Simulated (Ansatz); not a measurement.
Predict the output of the script below (Ansatz 0.2.0, Python API).

`ch4bclssi.py`
```python
import ansatz as az


def main() -> None:
    geometry_ang = [
        ("S", (0.3148, 0.9368, -2.3844)),
        ("B", (0.1194, 0.0854, -0.7487)),
        ("C", (0.7161, -0.7551, 0.4121)),
        ("Si", (-0.8732, -0.4762, 0.8893)),
        ("Cl", (-1.3301, 1.228, 2.0018)),
        ("H", (0.6357, 2.2001, -1.7671)),
        ("H", (1.0222, -1.7952, 0.1357)),
        ("H", (1.5339, -0.1751, 1.0149)),
        ("H", (-2.0502, -1.2952, 0.4295)),
    ]
    system = az.Crystal.molecule()
    for symbol, xyz in geometry_ang:
        system = system.atom(symbol, xyz)

    calculation = (
        system.calculation()
        .basis(gaussian="6-31G*")
        .functional("b3lyp")
        .accuracy("high")
    )
    done = calculation.run(threads=1)
    rep = done.report

    print(f"E = {rep['free_energy_ev']:.6f} eV = {rep['free_energy_ev'] / 27.211386246:.7f} Ha")
    print("converged:", rep["converged"], " doubts:", rep["published_state_doubts"] or "none")

    field = rep["mean_field"]
    print("<S^2> =", round(abs(field["state"]["spin_squared"]), 4), " all-electron relativity setting:", field["relativity"])
    print("passes:", field["passes"])
    if "symmetry" in field:
        print("occupied orbitals by irrep:", field["symmetry"]["occupied"])


if __name__ == "__main__":
    main()
```

```console
$ python ch4bclssi.py
E = -33012.391039 eV = -1213.1829941 Ha
converged: True  doubts: none
<S^2> = 0.0  all-electron relativity setting: none
passes: {'evaluations': 22, 'products': 15}
occupied orbitals by irrep: [{'A': 31}, {'A': 31}]
```

Caveats:
- The settings weren't tested for convergence.
- The geometry is a force-field or estimated start, not a minimum of this method, and the basis set is short of its limit.
- b3lyp holds the VWN-RPA fit, as in Gaussian; the form of ORCA and Turbomole is b3lyp5.
- Wall time of the script: 13 s on 1 thread of Arm Neoverse V1, with other jobs on the host, peak memory 0.42 GiB.
